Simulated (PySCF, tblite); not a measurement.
**C3H9BFP: geometry, infrared bands and NMR shifts**

What infrared bands and NMR shifts should C3H9BFP (`C[C@@H](BP)CF`) show?

Programs: tblite 0.8.0 and PySCF 2.14.0, with density-fitted response routines of our own. Each step states its level of theory. These are calculated values for one molecule in the gas phase, unless marked as measured. Atoms count from 0, in the outputs and in this text.

## (1) Starting geometry

15 atoms, charge 0, multiplicity 1; geometry from: force field or distance geometry start.

Bonds of the start (Å): C0–C1 1.49, C1–B2 1.58, B2–P3 1.91, C1–C4 1.52, C4–F5 1.38, C0–H6 1.12, C0–H7 1.09, C0–H8 1.12, C1–H9 1.13, B2–H10 1.20, P3–H11 1.44, P3–H12 1.44, C4–H13 1.11, C4–H14 1.12.

## (2) Relaxing the molecule with GFN2-xTB

The job: settings as JSON, then the geometry in Å.

```
{"job": {"kind": "relax", "xc": "GFN2-xTB", "basis": "xTB"}, "charge": 0, "multiplicity": 1}
C     -0.864400    -1.279600    -0.052500
C     -0.449600     0.086100     0.381900
B      0.981100     0.536700    -0.110300
P      2.459600    -0.644400    -0.373600
C     -1.427400     1.150500    -0.083100
F     -2.701500     0.942200     0.393800
H     -0.402400    -2.072300     0.582500
H     -0.627600    -1.486500    -1.101100
H     -1.975400    -1.373600     0.073500
H     -0.416900     0.068100     1.508900
H      1.276500     1.671000     0.143600
H      3.146000    -0.777600     0.889400
H      3.385800    -0.061200    -1.306500
H     -0.993700     2.123000     0.233000
H     -1.394400     1.125400    -1.201700
```

On the command line:

```sh
$ OMP_NUM_THREADS=1 python probes_run.py task.json out
```

One launch serves the whole session: the jobs run in the order shown.

**Question.** This job is followed by: GFN2-xTB harmonic vibrations, gas phase; GIAO PBE0/pcSseg-1 NMR shielding, non-relativistic, gas phase. What will the session give for the following? strongest single infrared mode (GFN2-xTB); zero-point energy (GFN2-xTB); 13C shifts against TMS (PBE0/pcSseg-1); 1H shifts against TMS (PBE0/pcSseg-1, means over atoms taken as alike); 11B shifts against BF3·OEt2 (PBE0/pcSseg-1); 31P shifts against H3PO4 (PBE0/pcSseg-1); 19F shifts against CFCl3 (PBE0/pcSseg-1); surface potential, 1st and 99th percentile.

**Answer**, as computed:

| quantity | value |
| --- | --- |
| strongest single infrared mode (GFN2-xTB) | 1017 cm⁻¹, 170 km/mol |
| zero-point energy (GFN2-xTB) | 71.6 kcal/mol |
| 13C shifts against TMS (PBE0/pcSseg-1) | 91.3, 43.4, 15.1 ppm |
| 1H shifts against TMS (PBE0/pcSseg-1, means over atoms taken as alike) | 8.65, 5.25, 4.42, 2.91, 1.76, 1.36 ppm |
| 11B shifts against BF3·OEt2 (PBE0/pcSseg-1) | 94.3 ppm |
| 31P shifts against H3PO4 (PBE0/pcSseg-1) | -187.6 ppm |
| 19F shifts against CFCl3 (PBE0/pcSseg-1) | -241.1 ppm |
| surface potential, 1st and 99th percentile | -1.12 V and 1.12 V |

What this shows: The optimisation took 73 steps and gained 1.141 eV; among the close pairs (by a distance rule), P3–H11 changed most, from 1.444 to 1.380 Å. All 39 modes are real, so the xTB geometry is a minimum. The strongest single mode, at 1017 cm⁻¹, is spread over many atoms; the largest shares are those of C4, F5. Unscaled tight-binding wavenumbers are off by several per cent, some by more. Its intensities can rank the bands wrongly. C4 (sp3 CH2 bonded to F) lies farthest downfield among carbon, at 91.3 ppm; pulled downfield by the heteroatom. At PBE0/pcSseg-1: Shielding is most anisotropic at B2 (span 220 ppm, paramagnetic term -190 ppm). At PBE0/pcSseg-1, counted by nearest atom on the grid, the HOMO lies on P3 59 %; B2 15 %, the LUMO on B2 51 %; H10 13 %.
